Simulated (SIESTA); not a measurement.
In4GeSb2Te:

```
Te Sb In Ge
1.0
    -3.28172    3.28172    6.55724
     3.28172   -3.28172    6.55724
     3.28172    3.28172   -6.55724
Te Sb In Ge
1 2 4 1
Direct
  0.00000 0.00000 0.00000
  0.75000 0.25000 0.50000
  0.25000 0.75000 0.50000
  0.14849 0.60633 0.00000
  0.39367 0.39367 0.54216
  0.60633 0.14849 0.00000
  0.85151 0.85151 0.45784
  0.50000 0.50000 0.00000
```

The cell comes from a database or a generator and needn't be the stable form of this composition.

| Quantity | Value |
| --- | --- |
| Program | SIESTA 5.4.2 |
| Task | single point |
| Functional | PBE |
| Potentials or basis | PseudoDojo 0.4 standard (PBE files) |
| Basis | DZP (energy shift 0.003 Ry; two zetas on semicore shells) |
| Grid cutoff | 800 Ry |
| Energy shift | 0.003 Ry |
| k mesh | 6 × 6 × 6 |
| Occupations | fermi-dirac, width 0.05 eV |
| Spin | no spin polarisation |

On this cell: pressure 0.1 GPa; largest force 0.052 eV/Å; band gap on the k mesh none (metal or under the smearing width).

The same run follows on a disturbed copy (atoms moved at random, drawn with an rms of 0.05 Å):

```
CELL_PARAMETERS angstrom
-3.28172 3.28172 6.55724
3.28172 -3.28172 6.55724
3.28172 3.28172 -6.55724
ATOMIC_POSITIONS crystal
Te 0.00095 0.99157 0.98916
Sb 0.75726 0.25471 0.50195
Sb 0.23906 0.74439 0.48684
In 0.14518 0.59944 0.99532
In 0.39729 0.39749 0.54693
In 0.60341 0.14947 0.99600
In 0.85185 0.85739 0.46288
Ge 0.50411 0.50681 0.00597
```

**Question.** What does the disturbed cell give?

**Answer.** The energy (extrapolated to zero smearing) moves by +6.6 meV/atom; pressure 0.2 GPa; largest force 0.569 eV/Å; band gap on the k mesh none (metal or under the smearing width).

Forces in eV/Å, atoms in the order of the input:
```
Te   0.312  0.119 -0.110
Sb  -0.145 -0.342 -0.432
Sb   0.207  0.333  0.133
In   0.025  0.226  0.430
In  -0.143 -0.014  0.065
In  -0.189 -0.091  0.013
In  -0.032 -0.117  0.105
Ge  -0.034 -0.114 -0.205
```

Stress tensor (GPa, compression positive):
```
 0.06  0.37 -0.05
 0.37  0.27 -0.12
-0.05 -0.12  0.21
```

Caveats: the basis of atomic orbitals isn't converged, which shifts pressures, moduli and gaps.
